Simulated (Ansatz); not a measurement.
Below is the output of a Python script on the Ansatz DFT code, driven from Python that makes harmonic frequencies at the relaxed geometry of CH4O3Si, SMILES O=C(O)O[SiH3]. Write a script that gives it. Settings (for the species named): PBE0, def2-SVP basis, multiplicity 1.

`ch4o3si.xyz`
```text
9

O     1.13570   -1.22150    0.70330
C     1.06540   -0.03750    0.26830
O     2.14430    0.72810    0.24650
O     0.12100    0.67840   -0.24040
Si   -1.47000    0.02920   -0.39330
H     2.85970    0.15560    0.64010
H    -1.43370   -1.14260   -1.26980
H    -2.33350    1.07440   -0.97480
H    -2.00050   -0.31050    1.00300
```

```console
$ python run_freq.py
pair        before    after (A)
O0-C1        1.2633   1.2059
C1-O2        1.3231   1.3278
C1-O3        1.2896   1.3236
O2-H5        0.9972   0.9669
O3-Si4       1.7251   1.7164
Si4-H6       1.4638   1.4861
Si4-H7       1.4752   1.4854
Si4-H8       1.5318   1.4861
final angle O0-C1-O2: 124.94 deg
final angle O0-C1-O3: 124.52 deg
final angle O2-C1-O3: 110.54 deg
final angle C1-O2-H5: 106.43 deg
final angle C1-O3-Si4: 117.49 deg
final angle O3-Si4-H6: 109.94 deg
final angle O3-Si4-H7: 102.88 deg
final angle O3-Si4-H8: 109.94 deg
final angle H6-Si4-H7: 110.90 deg
final angle H6-Si4-H8: 111.93 deg
final angle H7-Si4-H8: 110.90 deg
frequencies (1/cm): 119 146 184 471 592 630 696 727 827 834 941 950 951 1094 1240 1481 1879 2275 2287 2290 3860
imaginary modes: 0  zero-point energy: 1.5172 eV
T (K)   F_vib (eV)   S_vib (meV/K)   C_vib (meV/K)
 200.0      1.4936        0.2924          0.3719
 300.0      1.4547        0.4864          0.6002
 400.0      1.3960        0.6876          0.8011
 500.0      1.3174        0.8843          0.9617
 600.0      1.2195        1.0714          1.0895
```

One script that gives this output:

`run_freq.py`
```python
"""Vibrations and zero-point energy of CH4O3Si."""

import itertools
import warnings

import ansatz as az
from ase.data import atomic_numbers, covalent_radii
import numpy as np

warnings.simplefilter("ignore", az.DeckWarning)

geometry = az.Crystal.molecule_from_extxyz("ch4o3si.xyz")

setup = geometry.calculation()
setup = setup.basis(gaussian="def2-SVP").functional("pbe0")
symbols = [site.symbol for site in geometry.cartesian_sites]
start = np.array([site.position_ang for site in geometry.cartesian_sites], dtype=float)
rep = setup.relax(force_tolerance=0.003, max_steps=100).run().report
end = np.array(rep["positions_ang"])

# pairs closer than 1.2 times the sum of covalent radii, before or after
radius = [covalent_radii[atomic_numbers[s]] for s in symbols]
span = lambda where, i, j: np.linalg.norm(where[i] - where[j])
bonded = [(i, j) for i, j in itertools.combinations(range(len(symbols)), 2) if min(span(start, i, j), span(end, i, j)) < 1.2 * (radius[i] + radius[j])]
print("pair        before    after (A)")
for i, j in bonded:
    print(f"{symbols[i]}{i}-{symbols[j]}{j}".ljust(10), f"{span(start, i, j):8.4f} {span(end, i, j):8.4f}")
for first, second in list(itertools.combinations(bonded, 2)):
    shared = set(first) & set(second)
    if shared and symbols[(j := shared.pop())] != "H":
        i, k = sorted((set(first) | set(second)) - {j})
        u, v = end[i] - end[j], end[k] - end[j]
        angle = np.degrees(np.arccos(np.clip(u @ v / np.linalg.norm(u) / np.linalg.norm(v), -1, 1)))
        print(f"final angle {symbols[i]}{i}-{symbols[j]}{j}-{symbols[k]}{k}: {angle:.2f} deg")

# same settings at the minimum
minimum = az.Crystal.molecule()
for symbol, place in zip(symbols, end):
    minimum = minimum.atom(symbol, place.tolist())
vibrating = (
    minimum.calculation()
    .basis(gaussian="def2-SVP")
    .functional("pbe0")
    .phonons(temperatures=(200, 600, 100))
)
vib = vibrating.run().report["vibrations"]
sums = vib["harmonic_sums"]
modes = [m["omega_inv_cm"] for m in sums["modes_at_gamma"] if m["rigid_motion"] == "no"]
print("frequencies (1/cm):", " ".join(f"{w:.0f}" for w in modes))
print("imaginary modes:", sum(w < 0 for w in modes), " zero-point energy:", round(sums["zero_point_energy_ev"], 4), "eV")
print("T (K)   F_vib (eV)   S_vib (meV/K)   C_vib (meV/K)")
for row in zip(sums["temperatures_k"], sums["vibrational_free_energy_ev"], vib["entropy_ev_per_k"], vib["heat_capacity_ev_per_k"]):
    print(f"{row[0]:6.1f} {row[1]:11.4f} {1000 * row[2]:13.4f} {1000 * row[3]:15.4f}")
```

The frequencies are harmonic and unscaled, in a modest basis. Wall time of the script: 2.8 min on 1 thread of Arm Neoverse V2 (shared host), peak memory 0.26 GiB.
